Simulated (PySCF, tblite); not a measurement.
# C2H11FN2Si2+ (doublet): geometry, infrared bands and EPR parameters

What infrared bands and EPR parameters should C2H11FN2Si2+ (doublet) (`C[NH+][SiH2][Si@@](C)(N)F`) show?

The runs use tblite 0.8.0 and PySCF 2.14.0, with density-fitted response routines of our own; the level of theory stands in each step. All values are computed, except where a source is named. Atoms are numbered from 0 throughout.

### 1 The starting structure

18 atoms, charge 1, multiplicity 2; geometry from: force field or distance geometry start.

Bonds of the start (Å): C0–N1 1.47, N1–Si2 1.71, Si2–Si3 2.38, Si3–C4 1.85, Si3–N5 1.71, Si3–F6 1.60, C0–H7 1.10, C0–H8 1.10, C0–H9 1.09, N1–H10 1.02, Si2–H11 1.48, Si2–H12 1.48, C4–H13 1.09, C4–H14 1.08, C4–H15 1.09, N5–H16 1.03, N5–H17 1.01.

### 2 Geometry optimisation with GFN2-xTB

Job settings and geometry (Å):

```
{"job": {"kind": "relax", "xc": "GFN2-xTB", "basis": "xTB"}, "charge": 1, "multiplicity": 2}
C      2.448700     1.108000     0.687100
N      2.011100     0.628600    -0.626900
Si     0.882300    -0.634000    -0.855400
Si    -1.347300    -0.029200    -0.295000
C     -2.367100    -1.568400    -0.136600
N     -1.452100     0.911200     1.133800
F     -1.989700     0.906000    -1.419200
H      3.153200     1.941500     0.561900
H      1.602400     1.491600     1.273000
H      2.938600     0.326000     1.269600
H      2.844400     0.389400    -1.158700
H      0.966200    -1.022700    -2.284400
H      1.335500    -1.768400    -0.021700
H     -3.403800    -1.327400     0.087600
H     -1.997500    -2.217500     0.648800
H     -2.366800    -2.134900    -1.066600
H     -0.867600     1.741600     0.992300
H     -2.399200     1.264700     1.198600
```

Command:

```
> OMP_NUM_THREADS=1 python probes_run.py task.json out
```

The driver reads the jobs from task.json and runs them one after another.

**Question.** This job is followed by: GFN2-xTB harmonic vibrations, gas phase; UKS B3LYP, pcH-1 on C F H N Si, non-relativistic, mean-field spin-orbit, GIAO. What will the session give for the following? strongest single infrared mode (GFN2-xTB); zero-point energy (GFN2-xTB); g(iso) (B3LYP); ⟨S²⟩; largest a(iso) (averaged by class).

**Answer**, as computed:

| quantity | value |
| --- | --- |
| strongest single infrared mode (GFN2-xTB) | 884 cm⁻¹, 274 km/mol |
| zero-point energy (GFN2-xTB) | 83.7 kcal/mol |
| g(iso) (B3LYP) | 2.00411 |
| ⟨S²⟩ | 0.756 (exact 0.75) |
| largest a(iso) (averaged by class) | 1H on H12, 92.2 MHz |

**Reading.** The optimisation took 187 steps and gained 0.981 eV; among the close pairs (by a distance rule), Si2–Si3 changed most, from 2.377 to 2.483 Å. No mode is imaginary among the 48: a minimum at this level. The strongest single mode, at 884 cm⁻¹, moves mainly Si3 and F6. Unscaled tight-binding wavenumbers are off by several per cent, some by more. Its intensities can rank the bands wrongly. The largest share of the spin, 0.39 e, sits on N1. The isotropic g lies 1.8 ppt above the free-electron value.
